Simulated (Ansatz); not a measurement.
Geometry optimisation, Ansatz, DFT r2SCAN, scalar-relativistic, plane waves, PAW.

Input file:

```yaml
crystal:
  lattice:
    - [8.1, 0.0, 0.0]
    - [0.0, 8.1, 0.0]
    - [0.0, 0.0, 8.1]
  atoms:
    - { symbol: Al, position: [0.5012852, 0.0016166, -0.0069526] }
    - { symbol: Al, position: [0.7528037, 0.2468507, 0.0029958] }
    - { symbol: Al, position: [0.7525228, 0.0002017, 0.2468136] }
    - { symbol: Al, position: [0.0013541, -0.0019802, 0.0011834] }
    - { symbol: Al, position: [0.2541196, 0.251891, 0.0066568] }
    - { symbol: Al, position: [0.4955864, 0.4993947, -0.0007807] }
    - { symbol: Al, position: [0.7497591, 0.7487139, -0.002855] }
    - { symbol: Al, position: [0.2471551, 0.0027281, 0.2478717] }
    - { symbol: Al, position: [0.4980818, 0.2548605, 0.2495956] }
    - { symbol: Al, position: [0.7502471, 0.4958792, 0.2527453] }
    - { symbol: Al, position: [0.5055607, 0.0058988, 0.49892] }
    - { symbol: Al, position: [0.7449929, 0.2513726, 0.4996232] }
    - { symbol: Al, position: [0.7512876, 0.0013145, 0.7511759] }
    - { symbol: Al, position: [0.0007074, 0.5044934, -0.0016494] }
    - { symbol: Al, position: [0.2482191, 0.7471376, -0.0015061] }
    - { symbol: Al, position: [0.007911, 0.2412334, 0.2484391] }
    - { symbol: Al, position: [0.2541376, 0.5095434, 0.2468739] }
    - { symbol: Al, position: [0.5033874, 0.7442103, 0.2449399] }
    - { symbol: Al, position: [0.005633, -0.0021288, 0.4949058] }
    - { symbol: Al, position: [0.2451761, 0.2490892, 0.5008795] }
    - { symbol: Al, position: [0.4981809, 0.5046868, 0.5030581] }
    - { symbol: Al, position: [0.7514386, 0.7537103, 0.4969326] }
    - { symbol: Al, position: [0.4985161, 0.2535238, 0.7460391] }
    - { symbol: Al, position: [0.752374, 0.4930353, 0.7526279] }
    - { symbol: Al, position: [-0.0024066, 0.7485086, 0.2408061] }
    - { symbol: Al, position: [-0.0037821, 0.5005078, 0.5003813] }
    - { symbol: Al, position: [0.2521374, 0.7508021, 0.4953671] }
    - { symbol: Al, position: [-0.0001977, 0.2546688, 0.7543409] }
    - { symbol: Al, position: [0.2533274, 0.5004816, 0.7492004] }
    - { symbol: Al, position: [0.504276, 0.7503101, 0.74578] }
    - { symbol: Al, position: [0.0033273, 0.7521448, 0.7483175] }
basis:
  ecutwfc: 500.0
kpoints:
  mp_grid: { grid: [2, 2, 2] }
hamiltonian:
  xc: r2scan
  pseudopotentials: { kind: paw, azcp: { folder: soft_1 } }
scf:
  occupations: { method: gaussian, width: 0.15 }
  lower_state_search: "off"
relax:
  f_tol: 0.03
  max_steps: 60
  adjacent_minimum: "off"
```

Launched with:

```bash
$ ansatz run input.yaml --threads 4 --pin off --max-ram 10240MiB --backend cpu --events-out ev --progress --plain --runs-dir out
```

Where does it end, and by what steps?

It converged. Limits of this set-up: coarse k mesh, a small cell, in which the defect meets its images, a typed lattice constant that wasn't relaxed here. After 2 steps the energy has fallen by 0.200 eV; Al16 moved furthest, 0.12 Å.

```csv
step,energy less start (eV),largest force component (eV/Å),accepted
0,0.0000,0.497,yes
1,-0.1938,0.074,yes
2,-0.1998,0.005,yes
```

```xyz
31
Lattice="8.1000 0.0000 0.0000 0.0000 8.1000 0.0000 0.0000 0.0000 8.1000" Properties=species:S:1:pos:R:3
Al 4.080 0.003 0.013
Al 6.082 2.049 0.011
Al 6.082 0.005 2.015
Al -0.015 0.003 0.013
Al 2.033 2.052 0.013
Al 4.077 4.054 0.011
Al 6.083 6.058 0.011
Al 2.032 0.004 2.014
Al 4.077 2.049 2.015
Al 6.082 4.054 2.016
Al 4.080 0.004 4.018
Al 6.082 2.049 4.021
Al 6.084 0.003 6.065
Al -0.014 4.054 0.011
Al 2.032 6.056 0.012
Al -0.014 2.049 2.015
Al 2.032 4.054 2.015
Al 4.077 6.058 2.015
Al -0.015 0.004 4.018
Al 2.032 2.052 4.017
Al 4.077 4.054 4.021
Al 6.082 6.059 4.020
Al 4.079 2.051 6.065
Al 6.082 4.054 6.066
Al -0.014 6.059 2.015
Al -0.014 4.054 4.021
Al 2.032 6.056 4.017
Al -0.016 2.052 6.065
Al 2.032 4.054 6.065
Al 4.079 6.056 6.065
Al -0.014 6.056 6.065
```

Whether the end is a true minimum wasn't checked by a vibrational analysis.

Run time: 79 s on 4 threads of Arm Neoverse N1, on a shared host, peak memory 2.2 GiB.
